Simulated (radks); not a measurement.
**Fractional charge and spin in the 4s shell of cobalt**

Aim: the energy as the spin-up occupation of 4s runs from 0 to 1 and the spin-down one from 0 to 1, against the two flat planes that join the four corners. Added charge counts from the emptiest corner (up 0, down 0).

The numbers are computed with radks (a radial shooting solver on a logarithmic mesh, Libxc functionals) version 1 (scalar-relativistic Kohn-Sham, PBE, spin-polarised, spherical densities, point nucleus), except any that are marked as measured or tabulated.

## 1. Starting point

| Quantity | Value |
| --- | --- |
| element | cobalt (Z = 27) |
| configuration | [Ar] 3d(up 3.5, down 3.5) 4s(up 1, down 1) |

A shell typed twice in an input gives spin up, then spin down.

## 2. 4s: up 1, down 1

Settings of this run:

```text
Z 27
configuration [Ar] 3d3.5 3d3.5 4s1 4s1
relativity scalar-relativistic
functional pbe,pbe
spin polarised
nucleus point
c 137.035999084
```

## 3. 4s: up 1, down 0.75

Settings of this run:

```text
Z 27
configuration [Ar] 3d3.5 3d3.5 4s1 4s0.75
relativity scalar-relativistic
functional pbe,pbe
spin polarised
nucleus point
c 137.035999084
```

## 4. 4s: up 1, down 0.5

Settings of this run:

```text
Z 27
configuration [Ar] 3d3.5 3d3.5 4s1 4s0.5
relativity scalar-relativistic
functional pbe,pbe
spin polarised
nucleus point
c 137.035999084
```

## 5. 4s: up 1, down 0.25

Settings of this run:

```text
Z 27
configuration [Ar] 3d3.5 3d3.5 4s1 4s0.25
relativity scalar-relativistic
functional pbe,pbe
spin polarised
nucleus point
c 137.035999084
```

## 6. 4s: up 1, down 0

Settings of this run:

```text
Z 27
configuration [Ar] 3d3.5 3d3.5 4s1 4s0
relativity scalar-relativistic
functional pbe,pbe
spin polarised
nucleus point
c 137.035999084
```

## 7. 4s: up 0.75, down 0.75

Settings of this run:

```text
Z 27
configuration [Ar] 3d3.5 3d3.5 4s0.75 4s0.75
relativity scalar-relativistic
functional pbe,pbe
spin polarised
nucleus point
c 137.035999084
```

## 8. 4s: up 0.75, down 0.5

Settings of this run:

```text
Z 27
configuration [Ar] 3d3.5 3d3.5 4s0.75 4s0.5
relativity scalar-relativistic
functional pbe,pbe
spin polarised
nucleus point
c 137.035999084
```

## 9. 4s: up 0.75, down 0.25

Settings of this run:

```text
Z 27
configuration [Ar] 3d3.5 3d3.5 4s0.75 4s0.25
relativity scalar-relativistic
functional pbe,pbe
spin polarised
nucleus point
c 137.035999084
```

## 10. 4s: up 0.75, down 0

Settings of this run:

```text
Z 27
configuration [Ar] 3d3.5 3d3.5 4s0.75 4s0
relativity scalar-relativistic
functional pbe,pbe
spin polarised
nucleus point
c 137.035999084
```

## 11. 4s: up 0.5, down 0.5

Settings of this run:

```text
Z 27
configuration [Ar] 3d3.5 3d3.5 4s0.5 4s0.5
relativity scalar-relativistic
functional pbe,pbe
spin polarised
nucleus point
c 137.035999084
```

## 12. 4s: up 0.5, down 0.25

Settings of this run:

```text
Z 27
configuration [Ar] 3d3.5 3d3.5 4s0.5 4s0.25
relativity scalar-relativistic
functional pbe,pbe
spin polarised
nucleus point
c 137.035999084
```

## 13. 4s: up 0.5, down 0

Settings of this run:

```text
Z 27
configuration [Ar] 3d3.5 3d3.5 4s0.5 4s0
relativity scalar-relativistic
functional pbe,pbe
spin polarised
nucleus point
c 137.035999084
```

## 14. 4s: up 0.25, down 0.25

Settings of this run:

```text
Z 27
configuration [Ar] 3d3.5 3d3.5 4s0.25 4s0.25
relativity scalar-relativistic
functional pbe,pbe
spin polarised
nucleus point
c 137.035999084
```

## 15. 4s: up 0.25, down 0

Settings of this run:

```text
Z 27
configuration [Ar] 3d3.5 3d3.5 4s0.25 4s0
relativity scalar-relativistic
functional pbe,pbe
spin polarised
nucleus point
c 137.035999084
```

## 16. 4s: up 0, down 0

Settings of this run:

```text
Z 27
configuration [Ar] 3d3.5 3d3.5 4s0 4s0
relativity scalar-relativistic
functional pbe,pbe
spin polarised
nucleus point
c 137.035999084
```

Q: Predict the outcome of this session. Wanted: for each run, down \ up; 0; 0.25; 0.5; 0.75; 1.

**Answer**, as computed:

```tsv
down \ up	0	0.25	0.5	0.75	1
0	0.000	-0.725	-0.961	-0.717	0.000
0.25	-0.725	-0.885	-0.572	0.207	-0.633
0.5	-0.961	-0.572	0.276	-0.502	-0.837
0.75	-0.717	0.207	-0.502	-0.775	-0.622
1	0.000	-0.633	-0.837	-0.622	0.000
```

What this shows: The table gives the energy in eV minus the planes, whose edge runs along up + down = one added electron; mirror points follow by spin symmetry. With half an added electron in each spin it lies 0.28 eV above the planes. With half an electron added in spin up alone it lies 0.96 eV below them. The planes are only a guide here: the condition holds for ground states with one frontier orbital, and open shells stand beside this one.
